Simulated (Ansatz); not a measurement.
# InHCl (SMILES [Cl][InH]): UBHLYP/def2-TZVPP (core potential)

What is the electronic atomisation energy of InHCl at UBHLYP/def2-TZVPP (core potential)? 

The results are computed with Ansatz 0.2.0.

38 further runs of the same task are left out: 38 set aside as unsound or not needed.

**1. The system as given**

InHCl: 3 atoms, total charge 0, spin state doublet. As SMILES, `[Cl][InH]`. The coordinates come from a PBE0-D4/def2-TZVP relaxation.

Bond lengths: Cl1–In2 2.365 Å, In2–H3 1.773 Å. Angles: Cl1–In2–H3 115.3°.

**2. A single-point energy at UBHLYP/def2-TZVPP (core potential)**

Contents of in.yaml:

```yaml
basis:
  gaussian: {orbitals: def2-TZVPP}
crystal:
  periodic: [false, false, false]
  atoms:
    - {symbol: Cl, position_ang: [-1.649800, 0.396800, -0.867400]}
    - {symbol: In, position_ang: [0.409500, 0.542400, 0.286100]}
    - {symbol: H, position_ang: [1.229400, -1.003900, 0.568100]}
magnetization: {spin_polarized: true, initial_magnetization: 1}
hamiltonian: {xc: {name: BHLYP}}
accuracy: high
output: {orbitals: {seedname: orbitals}}
```

Run with:

```
$ ansatz run in.yaml --threads 1 --pin off --max-ram 3480MiB --events-out events.jsonl --progress --plain --runs-dir runs
```

Log:

```text
Warning: RAYON_NUM_THREADS=1 ignored (pool sized by the plan → 1); use --threads N
Functional definition: BHLYP
  name "BHLYP"
  parameter a = 0.5
  exchange = (1 - a)*b88_x + a*exact_x
  correlation = lyp_c
1766 factors; integrals over basis functions are off by at most 3.3e-9 eV
mean field evaluation 1: about -17710.4717 eV, gradient 1.3e1 eV
mean field evaluation 2: about -17710.7057 eV, gradient 1.3e1 eV
mean field evaluation 4: about -17711.5261 eV, gradient 1.0e0 eV
mean field evaluation 8: about -17711.5633 eV, gradient 5.1e-2 eV
mean field evaluation 16: about -17711.5634 eV, gradient 3.3e-4 eV
mean field -17711.56335062 eV, -650.8879478064 hartree, gradient 2.5e-8 eV, S^2 0.760499; 0 other end points of the search recorded, 0 dependent functions left out
reference -17711.56337328 eV, -650.8879486393 hartree; 20, 19 occupied and 86, 87 virtual orbitals, 1766 factors
Total energy: -17711.56337328 eV, -650.8879486393 hartree
```

Run time: 12 s. Hardware: 1 thread of Arm Neoverse V2, shared host; peak memory 0.41 GiB.

**3. The Cl atom at the same level**

Contents of run.yaml:

```yaml
crystal:
  periodic: [false, false, false]
  atoms:
    - symbol: Cl
      position_ang: [0.000000, 0.000000, 0.000000]
basis:
  gaussian:
    orbitals: def2-TZVPP
magnetization:
  spin_polarized: true
  initial_magnetization: 1
hamiltonian:
  xc: {name: BHLYP}
accuracy: high
```

Run the same way, it converges to -460.15613 Eh (log not shown).

**4. The H atom at the same level**

Contents of in.yaml:

```yaml
crystal:
  periodic: [false, false, false]
  atoms:
    - {symbol: H, position_ang: [0.000000, 0.000000, 0.000000]}
basis:
  gaussian:
    orbitals: def2-TZVPP
magnetization:
  spin_polarized: true
  initial_magnetization: 1
hamiltonian:
  xc: {name: BHLYP}
accuracy: high
```

Run with:

```
$ ansatz run in.yaml --threads 1 --pin off --max-ram 3480MiB --events-out events.jsonl --progress --plain --runs-dir runs
```

Log:

```text
Warning: RAYON_NUM_THREADS=1 ignored (pool sized by the plan → 1); use --threads N
[... 5 set-up lines as earlier in the session ...]
92 factors; integrals over basis functions are off by at most 9.3e-10 eV
mean field evaluation 1: about -13.5553 eV, gradient 8.6e-1 eV
mean field evaluation 2: about -13.5662 eV, gradient 1.6e-1 eV
mean field evaluation 4: about -13.5661 eV, gradient 2.4e-3 eV
mean field evaluation 8: about -13.5661 eV, gradient 1.8e-8 eV
mean field -13.56607343 eV, -0.4985440032 hartree, gradient 5.6e-10 eV, S^2 0.750000; 0 other end points of the search recorded, 0 dependent functions left out
reference -13.56608916 eV, -0.4985445813 hartree; 1, 0 occupied and 13, 14 virtual orbitals, 92 factors
Total energy: -13.56608916 eV, -0.4985445813 hartree
```

Run time: 0.12 s. Hardware: 1 thread of Arm Neoverse V2, shared host.

**5. The In atom, same level**

Contents of run.yaml:

```yaml
crystal:
  periodic: [false, false, false]
  atoms:
    - {symbol: In, position_ang: [0.000000, 0.000000, 0.000000]}
basis:
  gaussian:
    orbitals: def2-TZVPP
accuracy: high
hamiltonian:
  xc: {name: BHLYP}
magnetization:
  spin_polarized: true
  initial_magnetization: 1
```

Run the same way, it converges to -190.04002 Eh (log not shown).

**6. Outcome**

Level: UBHLYP/def2-TZVPP (core potential).

```
                                    quantity          value
                      molecule: total energy  -650.88795 Eh
molecule: HOMO energy (highest over α and β)       -7.19 eV
 molecule: LUMO energy (lowest over α and β)       -2.72 eV
                              molecule: ⟨S²⟩          0.760
                       Cl atom: total energy  -460.15613 Eh
                               Cl atom: ⟨S²⟩          0.755
                        H atom: total energy    -0.49854 Eh
                                H atom: ⟨S²⟩          0.750
                       In atom: total energy  -190.04002 Eh
                               In atom: ⟨S²⟩          0.754
               electronic atomisation energy       5.259 eV
```

**Reading.** Taking the molecule apart into free atoms costs 5.26 eV (507 kJ/mol), before zero-point energy and without spin-orbit coupling.
